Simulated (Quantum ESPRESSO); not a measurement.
**NbAs under changes of volume**

One of the cells (17.395 Å³/atom); the others are scaled copies at fixed shape and fractional positions:

```
Nb As
1.0
    -1.72585    1.72585    5.84000
     1.72585   -1.72585    5.84000
     1.72585    1.72585   -5.84000
Nb As
2 2
Direct
  0.50000 0.00000 0.50000
  0.75000 0.75000 0.00000
  0.91600 0.41600 0.50000
  0.16600 0.16600 0.00000
```

- Program: Quantum ESPRESSO 7.5
- Functional: PBEsol
- Potentials or basis: GBRV 1.5 PBEsol
- Cutoff: 612 eV
- Density cutoff: 4898 eV
- k mesh: 11 × 11 × 11
- Occupations: fermi-dirac, width 0.05 eV
- Spin: no spin polarisation

| volume (Å³/atom) | energy over the lowest point (meV/atom) | pressure (GPa) | largest force (eV/Å) |
| --- | --- | --- | --- |
| 16.351 | ? | ? | ? |
| 16.699 | 8.36 | 5.7 | 0.344 |
| 17.047 | 0.03 | 1.7 | 0.316 |
| 17.395 | 0.00 | -1.9 | 0.290 |
| 17.743 | 7.43 | -5.2 | 0.266 |
| 18.091 | 21.54 | -8.1 | 0.242 |
| 18.438 | 41.64 | -10.7 | 0.221 |

Task: What does the run at 16.351 Å³/atom give?

Result: Energy over the lowest point 25.99 meV/atom; pressure 10.2 GPa; largest force 0.374 eV/Å.

Worked out: A Birch-Murnaghan fit of order 3 (a polynomial in V^(-2/3)) to the other rows has its minimum at 17.22 Å³/atom with B0 = V·E''(V) = 179 GPa and B' = 4.3 at fixed shape and positions, which overstates the stiffness. It gives 25.91 meV/atom at 16.351 Å³/atom, against the run's 25.99, and -dE/dV = 10.4 GPa, against 10.2.

Energies are extrapolated to zero smearing.
